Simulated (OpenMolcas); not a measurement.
**Mo³⁺ with 4 ligands (fluoride): CASSCF and CASPT2 levels and susceptibility**

Which state of Mo³⁺ lies lowest among these ligands, how large is the field, and what χT follows?

Method: state-averaged CASSCF and CASPT2, spin-orbit coupling by RASSI with atomic mean-field integrals. Code: OpenMolcas 26.06.

## 1. Starting point

```
Species                           : Mo³⁺ (molybdenum, Z = 42, 39 electrons)
Basis                             : ANO-RCC-VTZP [7s6p4d2f1g], 124 functions with the ligands
Scalar Hamiltonian                : DKH2, point nucleus
Inactive shells                   : 1s 2s 2p 3s 3p 3d 4s 4p of the metal, and all ligand shells
Active space                      : 3 electrons in 5 orbitals (4d)
Some configurations of this space : 4d3
Orbitals                          : optimised for each spin and parity, averaged over all roots
```

The outer shells:

4d3
```
4d [↑ ][↑ ][↑ ][  ][  ]
```

Mo³⁺ is taken with 4 ligands (fluoride) in square coordination (D4h) at 1.93 Å. A charge of +0.25 e stands 2.4 Å behind each ligand. Ligand basis ANO-RCC-VDZP. The distances are assumed, not relaxed.

```xyz
5

Mo    0.0000    0.0000    0.0000
F     1.9300    0.0000    0.0000
F     0.0000    1.9300    0.0000
F    -1.9300    0.0000    0.0000
F     0.0000   -1.9300    0.0000
```

The work runs as a chain of OpenMolcas steps in one folder; each step below is one input file. Labels, J, g values, rates, χT and fits are worked out afterwards by a script from the matrices that RASSI stores. The input lists half of the charges; inversion (Group=XYZ) makes the rest.

## 2. Basis and integrals

The input, a.inp:

```
&GATEWAY
Coord
5

Mo 0.0 0.0 0.0
F 1.930000 0.000000 0.000000
F 0.000000 1.930000 0.000000
F -1.930000 0.000000 0.000000
F 0.000000 -1.930000 0.000000
Basis=Mo.ANO-RCC-VTZP,F.ANO-RCC-VDZP
Group=XYZ
NoMove
AngMom=0.0 0.0 0.0
AMFI
RICD
XField
2 Angstrom 0
4.330000 0.000000 0.000000 0.250000
0.000000 4.330000 0.000000 0.250000
&SEWARD
```

On the command line:

```sh
$ OMP_NUM_THREADS=1 MOLCAS_MEM=2457 MOLCAS_PROJECT=a pymolcas a.inp > a.log
```

## 3. CASSCF: quartets of even parity, 10 roots

The input, a.inp:

```
&RASSCF
FileOrb=start.orb
Symmetry=1
Spin=4
nActEl=3 0 0
Inactive=19 19
Ras2=5 0
CIRoot=10 10 1
SDav=10
CIMx=300
Iter=150 100
PrWF=0.3
OrbListing=Nothing
MaxOrb=0
LevShft=1.0
>>> COPY $Project.JobIph JOB001
```

start.orb holds start orbitals that the driver prepared beforehand, or those of the step before.

## 4. Reference wave functions, doublets of even parity, 40 roots

The input, a.inp:

```
&RASSCF
FileOrb=start.orb
Symmetry=1
Spin=2
nActEl=3 0 0
Inactive=19 19
Ras2=5 0
CIRoot=40 40 1
SDav=40
CIMx=300
Iter=150 100
PrWF=0.3
OrbListing=Nothing
MaxOrb=0
LevShft=1.0
>>> COPY $Project.JobIph JOB002
```

## 5. State interaction with spin-orbit coupling

The input, a.inp:

```
&RASSI
NrOfJobIphs=2 10 40
1 2 3 4 5 6 7 8 9 10
1 2 3 4 5 6 7 8 9 10 11 12 13 14 15 16 17 18 19 20 21 22 23 24 25 26 27
28 29 30 31 32 33 34 35 36 37 38 39 40
IphNames
JOB001
JOB002
EJob
SpinOrbit
DIPRint=1.0
SOCoupling=1000.0
Subsets=2
Property=9
'ANGMOM' 1 'ANGMOM' 2 'ANGMOM' 3 'MLTPL  1' 1 'MLTPL  1' 2 'MLTPL  1' 3
'AMFI' 1 'AMFI' 2 'AMFI' 3
SOProperty=3
'ANGMOM' 1 'ANGMOM' 2 'ANGMOM' 3
```

## 6. CASPT2: IPEA 0.25, imaginary shift 0.1 (closed shells correlated: 4s 4p of the metal, with ligand shells; the Frozen line counts the rest)

The input, a.inp:

```
>>> COPY JOB001 $Project.JobIph
&CASPT2
Multistate=10 1 2 3 4 5 6 7 8 9 10
NoMult
Frozen=10 8
IPEA=0.25
Imaginary=0.1
MaxIter=60
WThr=0.0 0.3 0.05
PrWF=0.5
NoMix
>>> COPY JOB002 $Project.JobIph
&CASPT2
Multistate=40 1 2 3 4 5 6 7 8 9 10 11 12 13 14 15 16 17 18 19 20 21 22
23 24 25 26 27 28 29 30 31 32 33 34 35 36 37 38 39 40
NoMult
Frozen=10 8
IPEA=0.25
Imaginary=0.1
MaxIter=60
WThr=0.0 0.3 0.05
PrWF=0.5
NoMix
```

## 7. CASPT2: IPEA 0.25, real shift 0.3 (closed shells correlated: 4s 4p of the metal, with ligand shells; the Frozen line counts the rest)

a.inp: that of step 6 with these lines changed.

```diff
@@ -6,3 +6,3 @@
 IPEA=0.25
-Imaginary=0.1
+Shift=0.3
 MaxIter=60
@@ -18,3 +18,3 @@
 IPEA=0.25
-Imaginary=0.1
+Shift=0.3
 MaxIter=60
```

(Steps that only read results are left out.)

**Question.** What will these runs give? Wanted: spin-free ground state; first state of the same spin within the active space; lowest level; next level.

**Answer**, as computed:

| quantity | value |
| --- | --- |
| method | SS-CASPT2, IPEA 0.25, imaginary shift 0.1 (closed shells correlated: 4s 4p of the metal, with ligand shells; the Frozen line counts the rest) |
| spin-free ground state | 4A2, 1-fold in its orbital part |
| first state of the same spin within the active space | 4E at 5550 cm⁻¹ |
| lowest level | 2-fold E3/2, g = 0.01, 0.01, 5.96 |
| next level | 29.4 cm⁻¹ |
| χT at 300 K | 1.76 cm³ K/mol |
| effective moment at 300 K | 3.75 μB |

Cost by method:

| method | time of its own steps | time with the reference |
| --- | --- | --- |
| A. CASSCF | 23 s | 23 s |
| B. SS-CASPT2, IPEA 0.25, imaginary shift 0.1, +4s 4p | 84 s | 1.8 min |
| C. SS-CASPT2, IPEA 0.25, real shift 0.3, +4s 4p | 79 s | 1.7 min |

Times are of one thread on a shared host.

**Reading.** The spin-free ground state (4A2) is 1-fold and keeps the highest spin of the shell. χT at 300 K is 1.76, against 1.88 cm³ K/mol for the spin alone; near agreement at one temperature doesn't show that the orbital moment is quenched.
